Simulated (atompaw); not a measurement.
# A PAW (atompaw) potential for Zr, from input to tests

Aim: build the potential from the settings below, then test how well it stands in for the atom: scattering, ghost states and the plane-wave cutoff that it needs.

The numbers are computed with atompaw 4.2.0.5 (PBEsol, scalar-relativistic, spin-unpolarised reference atom).

4 further runs of the same task are left out: 4 set aside as unsound or not needed.

### 1 The atom and the settings

Typed settings, in words:

```json
{
  "element": "zirconium (Zr, Z = 40)",
  "type": "PAW",
  "frozen core": "[Ar] 3d10",
  "valence charge": "12",
  "reference configuration": "4s2 4p6 4d2 5s2 5p0",
  "partial waves": "4s (bound): rc 1.85 bohr; 5s (bound): rc 2.20 bohr; 4p (bound): rc 2.20 bohr; 5p (bound, empty): rc 2.20 bohr; 4d (bound): rc 1.60 bohr; 4d channel at 1.15 Ry: rc 2.20 bohr",
  "local potential": "bessel scheme, radius 1.45 bohr",
  "core correction": "smooth core density matched at 1.95 bohr",
  "augmentation charge": "sinc compensation charge, radius 2.05 bohr; PAW radius 2.20 bohr; waves and projectors: custom polynom2 7 10 vanderbiltortho"
}
```

The outer shells as boxes (Hund's rule for the drawing; the calculation is spin-unpolarised):

```
[Ar] core
3d [↑↓][↑↓][↑↓][↑↓][↑↓]
4s [↑↓]
4p [↑↓][↑↓][↑↓]
4d [↑ ][↑ ][  ][  ][  ]
5s [↑↓]
5p [  ][  ][  ]
```

### 2 Generation

The input, Zr.input:

```
Zr 40
GGA-PBESOL scalarrelativistic loggrid 1500 logderivrange -6 5 276
5 5 4 0 0 0
5 1 0
4 2 2
0 0 0
c
c
c
v
v
c
c
v
v
c
v
2
2.20 2.05 1.45 1.95
n
n
y
1.15
n
custom polynom2 7 10 vanderbiltortho sinc
bessel
1.85
2.20
2.20
2.20
1.60
2.20
PWSCFOUT
UPFDX 0.0125d0 UPFXMIN -7.d0 UPFZMESH 40.d0
END
```

Launch:

```
$ atompaw < Zr.input > Zr.log
```

Before running it: what results should come out? Wanted: cutoffs for 10 and 1 mRy, occupied levels; bound ghosts; largest phase difference near zero energy, channels read; lowest eigenvalue of the overlap; share of valence orbitals outside the PAW sphere; UPF file.

**Answer**, as computed:

| quantity | value |
| --- | --- |
| cutoffs for 10 and 1 mRy, occupied levels | 21 Ry and 40 Ry |
| bound ghosts | none found |
| largest phase difference near zero energy, channels read | 0.019 rad |
| lowest eigenvalue of the overlap (Bessel basis) | 0.343 (d) |
| share of valence orbitals outside the PAW sphere | 4s 2 %, 5s 90 %, 4p 6 %, 5p 97 %, 4d 44 % |
| UPF file | written |

It counts as soft on the atom at that tolerance, with 21 Ry needed at the looser tolerance. It is free of bound ghosts as far as tested. Near zero energy the phases of the channels with partial waves agree within 0.019 rad.
